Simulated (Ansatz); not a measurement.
What does this script print? It uses Ansatz 0.2.0 through its Python package.

The script, `ch5cdno.py`:
```python
"""Stretching a bond of CH5CdNO, the rest held rigid."""

import logging
import sys

import ansatz as az
import numpy as np

logging.basicConfig(stream=sys.stdout, format="%(levelname)s:%(name)s:%(message)s")
logger = logging.getLogger("calc")
logger.setLevel(logging.INFO)

BASIS_SET = "def2-SVP"
METHOD = "mp2"

geometry_ang = [
    ("C", (-0.77215, -0.14242, 1.77162)),
    ("O", (-0.30582, -0.31045, 0.46691)),
    ("Cd", (0.60165, 1.02383, -0.72844)),
    ("N", (0.81505, 0.25144, -2.60491)),
    ("H", (0.03872, 0.08, 2.48024)),
    ("H", (-1.232, -1.08994, 2.07704)),
    ("H", (-1.53854, 0.64283, 1.84678)),
    ("H", (0.60607, -0.72841, -2.39275)),
    ("H", (1.78701, 0.27312, -2.91649)),
]
mol = az.Crystal.molecule()
for symbol, xyz in geometry_ang:
    mol = mol.atom(symbol, xyz)

symbols = [site.symbol for site in mol.cartesian_sites]
start = np.array([site.position_ang for site in mol.cartesian_sites])
axis = (start[4] - start[0]) / np.linalg.norm(start[4] - start[0])
moving = [4]
lengths, energies = [0.93, 1.01, 1.1, 1.21, 1.37, 1.65, 1.98, 2.42], []
for length in lengths:
    xyz = start.copy()
    xyz[moving] += (length - np.linalg.norm(start[4] - start[0])) * axis
    point = az.Crystal.molecule()
    for symbol, place in zip(symbols, xyz):
        point = point.atom(symbol, place.tolist())
    job = (
        point.calculation()
        .basis(gaussian=BASIS_SET)  # the orbital basis, by name
        .correlation(METHOD)
    )
    summary = job.run().report
    energies.append(summary["free_energy_ev"])
    logger.info(f"r = {length:6.3f} A  E = {energies[-1]:.5f} eV  <S^2> = {abs(summary['mean_field']['state']['spin_squared']):.3f}")

print("energy above the lowest point (eV):", [round(e - min(energies), 3) for e in energies])
```

```console
$ python ch5cdno.py
INFO:calc:r =  0.930 A  E = -9185.75130 eV  <S^2> = 0.000
INFO:calc:r =  1.010 A  E = -9186.29588 eV  <S^2> = 0.000
INFO:calc:r =  1.100 A  E = -9186.47970 eV  <S^2> = 0.000
INFO:calc:r =  1.210 A  E = -9186.34048 eV  <S^2> = 0.000
INFO:calc:r =  1.370 A  E = -9185.79224 eV  <S^2> = 0.000
INFO:calc:r =  1.650 A  E = -9184.58478 eV  <S^2> = 0.000
INFO:calc:r =  1.980 A  E = -9183.32438 eV  <S^2> = 0.000
INFO:calc:r =  2.420 A  E = -9182.10622 eV  <S^2> = 0.000
energy above the lowest point (eV): [0.728, 0.184, 0.0, 0.139, 0.687, 1.895, 3.155, 4.373]
```

Total energies depend on the basis set; only differences at equal settings carry meaning. The rest of the molecule is held rigid at a force-field or estimated start geometry, and the basis set is modest; single-reference methods fail as a bond breaks. def2 sets replace the cores of elements past krypton by effective core potentials. The orbitals are restricted, so S² is zero by construction. Toward dissociation an unrestricted state can lie under the restricted one, by tenths of an eV for polar bonds under a functional and by 1 to 2 eV or more for others. S² is that of the Hartree-Fock reference. Finished in 13 s on 1 thread of Arm Neoverse V2 (shared host), peak memory 0.28 GiB.
